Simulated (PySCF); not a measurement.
# The bond of NaTe−, level by level

One table from this session's results is given with a row withheld; the runs are named, their logs left out.

Computed with PySCF 2.14.0. Level: Na aug-cc-pVDZ, Te aug-cc-pVDZ-PP with ECP28, scalar-relativistic core potentials.

Set-up of the first run:

A driver script around PySCF takes these settings:

```json
{
  "atoms": "Na, Te",
  "charge": "-1",
  "basis": "Na aug-cc-pVDZ, Te aug-cc-pVDZ-PP with ECP28",
  "Hamiltonian": "scalar-relativistic core potentials",
  "basis functions": "59",
  "electrons treated": "36",
  "masses in u": "22.9898, 129.9062",
  "levels": "PBE0, PBE, r²SCAN, M06, M06-2X, r²SCAN0, LC-ωPBE, HF, MP2, SCS-MP2, CCSD, CCSD(T)",
  "grid": "80 radial by 434 angular points",
  "occupations": "held fixed by the projection of orbital angular momentum",
  "dissociation limit": "Na + Te−, each in its ground configuration",
  "starting distance in angstrom": "2.995",
  "values of 2S to try": "0, 2"
}
```

On the command line:

```bash
> OMP_NUM_THREADS=1 python dia.py task.json out
```

Steps of the session up to this table: Input; PBE0 along the bond; Excited determinants; PBE (GGA); r²SCAN; M06; M06-2X (hybrid meta-GGA); r²SCAN0; LC-ωPBE; RHF (mean field); Correlated methods on the Hartree–Fock reference.

One of the session's tables, all rows but one given; the rest of the session is left out.

| level | Re (Å) | ωe (cm⁻¹) | De (eV) |
| --- | --- | --- | --- |
| RHF | ? | ? | ? |
| RHF-MP2 | 2.773 | 234.2 | 1.41 |
| RHF-SCS-MP2 | 2.778 | 231.2 | 1.34 |
| RHF-CCSD | 2.771 | 232.8 | 1.27 |
| RHF-CCSD(T) | 2.789 | 224.7 | 1.41 |
| PBE | 2.751 | 235.5 | 1.58 |
| r²SCAN | 2.733 | 247.1 | 1.49 |
| PBE0 | 2.726 | 248.9 | 1.41 |
| r²SCAN0 | 2.717 | 255.5 | 1.37 |
| M06 | 2.753 | 233.5 | 1.52 |
| M06-2X | 2.701 | 262.6 | 1.29 |
| LC-ωPBE | 2.687 | 269.1 | 1.16 |

**Question.** Estimate the row for RHF.

The run gave: Re (Å): 2.745; ωe (cm⁻¹): 257.4; De (eV): 0.327. In the column «Re (Å)» it lies between r²SCAN (2.733) and PBE (2.751).

De is counted to Na + Te− in their ground configurations.
